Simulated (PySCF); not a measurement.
# Br2: a look at the electrons

Aim: take Br2 and measure its response to a uniform field, localise its valence orbitals and see where an electron leaves and enters.

Computed with PySCF 2.14.0. Level: levels as typed in each script, gas phase, geometry from GFN2-xTB.

## 1. Starting geometry

SMILES `BrBr`, 2 atoms, charge 0, spin multiplicity 1.

Bond lengths: Br1–Br2 2.281 Å.

Geometry (Å):

```csv
atom,x (Å),y (Å),z (Å)
Br1,1.14071,0.00000,0.00000
Br2,-1.14071,0.00000,0.00000
```

## 2. Response to an electric field (wB97X/def2-svpd)

Input file input.py:

```python
import numpy as np
from pyscf import gto, scf, dft
from pyscf.scf import atom_ks, atom_hf
from scipy.linalg import block_diag

def solve(mol, dm0=None, hcore=None):
    mf = (dft.UKS if mol.spin else dft.RKS)(mol, xc='wb97x')
    mf.grids.level = 3
    mf = mf.density_fit(auxbasis='def2-universal-jkfit')
    mf.conv_tol, mf.max_cycle = 1e-8, 80
    if hcore is not None:
        mf.get_hcore = lambda *args: hcore
    mf.kernel(dm0)
    if not mf.converged:
        mf = mf.newton().run(mf.mo_coeff, mf.mo_occ, max_cycle=30)
    assert mf.converged, 'SCF not converged'
    return mf

mol = gto.M(atom='''
Br     1.14071     0.00000     0.00000
Br    -1.14071     0.00000     0.00000
''', basis='def2-svpd', charge=0, spin=0, verbose=4)
field = np.array([-0.008, -0.0, -0.0])  # atomic units
mol.set_common_orig(mol.atom_charges() @ mol.atom_coords() / mol.atom_charges().sum())
mf = solve(mol)
out = dict(dm0=mf.make_rdm1(), d0=mf.dip_moment(unit='AU'), e0=mf.e_tot)
for name, sign in (('p', 1), ('m', -1)):
    h = mf.get_hcore() + sign * np.einsum('x,xij->ij', field, mol.intor('int1e_r'))
    mi = solve(mol, mf.make_rdm1(), h)
    out.update({'dm' + name: mi.make_rdm1(), 'd' + name: mi.dip_moment(unit='AU'), 'e' + name: mi.e_tot})
# spherically averaged free atoms, for the promolecule
atm = atom_ks.get_atm_nrks(mol, xc='wb97x')
pro = block_diag(*[(atm[a[0]][2] * atm[a[0]][3]) @ atm[a[0]][2].T for a in mol._atom])
np.savez('result.npz', pro=pro, **out)
```

Launch:

```
OMP_NUM_THREADS=1 python input.py
```

## 4. Localised orbitals (TPSS/6-311g**)

Input file input.py:

```python
import numpy as np
from pyscf import gto, scf, dft, lo
from pyscf.data.elements import chemcore

def solve(mol, dm0=None, hcore=None):
    mf = (dft.UKS if mol.spin else dft.RKS)(mol, xc='tpss')
    mf.grids.level = 3
    mf = mf.density_fit(auxbasis='def2-universal-jkfit')
    mf.conv_tol, mf.max_cycle = 1e-8, 80
    if hcore is not None:
        mf.get_hcore = lambda *args: hcore
    mf.kernel(dm0)
    if not mf.converged:
        mf = mf.newton().run(mf.mo_coeff, mf.mo_occ, max_cycle=30)
    assert mf.converged, 'SCF not converged'
    return mf

mol = gto.M(atom='''
Br     1.14071     0.00000     0.00000
Br    -1.14071     0.00000     0.00000
''', basis='6-311g**', charge=0, spin=0, verbose=4)
mf = solve(mol)
occ_all = mf.mo_coeff[:, mf.mo_occ > 0]
occ = occ_all[:, chemcore(mol):]
pm = lo.PM(mol, occ, pop_method='meta_lowdin')
loc = pm.kernel()
for _ in range(5):
    new, stable = pm.stability_jacobi(return_status=True)
    if stable:
        break
    loc = pm.kernel(new)
fock, s = mf.get_fock(), mf.get_ovlp()
ortho = lo.orth_ao(mol, 'meta_lowdin')
labels = mol.ao_labels(fmt=None)
vir = loc[:, :0]
both = np.hstack([loc, vir])
p = (ortho.T @ s @ both) ** 2
pop = np.array([p[[l[0] == a for l in labels]].sum(0) for a in range(mol.natm)])
spd = np.array([[p[[l[0] == a and l[2][-1] == k for l in labels]].sum(0) for k in 'spd'] for a in range(mol.natm)])
eps = np.einsum('pi,pq,qi->i', both, fock, both)
for i in np.argsort(eps):
    top = np.argsort(-pop[:, i])[:3]
    print('%3d %s %9.4f Eh ' % (i + 1, 'occ' if i < loc.shape[1] else 'vir', eps[i]), '  '.join('%s%d %.3f' % (mol.atom_symbol(a), a + 1, pop[a, i]) for a in top))
np.savez('result.npz', c=both, nocc=loc.shape[1], pop=pop, spd=spd, eps=eps, e=mf.e_tot)
```

## 6. Removing and adding an electron (PBE0/def2-svpd)

Input file input.py:

```python
import numpy as np
from pyscf import gto, scf, dft
from pyscf.scf import atom_ks, atom_hf
from scipy.linalg import block_diag

def solve(mol, dm0=None, hcore=None):
    mf = (dft.UKS if mol.spin else dft.RKS)(mol, xc='pbe0')
    mf.grids.level = 3
    mf = mf.density_fit(auxbasis='def2-universal-jkfit')
    mf.conv_tol, mf.max_cycle = 1e-8, 80
    if hcore is not None:
        mf.get_hcore = lambda *args: hcore
    mf.kernel(dm0)
    if not mf.converged:
        mf = mf.newton().run(mf.mo_coeff, mf.mo_occ, max_cycle=30)
    assert mf.converged, 'SCF not converged'
    return mf

mol = gto.M(atom='''
Br     1.14071     0.00000     0.00000
Br    -1.14071     0.00000     0.00000
''', basis='def2-svpd', charge=0, spin=0, verbose=4)
mf = solve(mol)
out = dict(e0=mf.e_tot, dm0=mf.make_rdm1(), c=mf.mo_coeff, occ=mf.mo_occ, eps=mf.mo_energy)
for name, dq, spin in [('cation', 1, 1), ('anion', -1, 1)]:
    ion = mol.copy().set(charge=mol.charge + dq, spin=spin).build()
    mi = solve(ion)
    if spin and dq > 0 and mol.nao < 130:
        c, _, stable, _ = mi.stability(return_status=True)
        if not stable:
            mi = solve(ion, mi.make_rdm1(c, mi.mo_occ))
    print(name, 'vertical energy change / eV', (mi.e_tot - mf.e_tot) * 27.211386)
    out.update({'e_' + name: mi.e_tot, 'dm_' + name: mi.make_rdm1(), 's2_' + name: mi.spin_square()[0], 'eps_' + name: mi.mo_energy, 'occ_' + name: mi.mo_occ})
# spherically averaged free atoms, for the promolecule
atm = atom_ks.get_atm_nrks(mol, xc='pbe0')
pro = block_diag(*[(atm[a[0]][2] * atm[a[0]][3]) @ atm[a[0]][2].T for a in mol._atom])
np.savez('result.npz', pro=pro, **out)
```

(Steps that only read results are left out.)

Before running it: what results should come out? Wanted: polarisability along the field; vertical electron affinity.

**Answer**, as computed:

| quantity | value |
| --- | --- |
| polarisability along the field (wB97X/def2-svpd) | 61.5 bohr³ |
| localised occupied orbitals above −45 eV (TPSS/6-311g**) | 7 |
| vertical electron affinity (PBE0/def2-svpd) | 1.60 eV |

**Reading.** All values hold at the given geometry, in the gas phase.
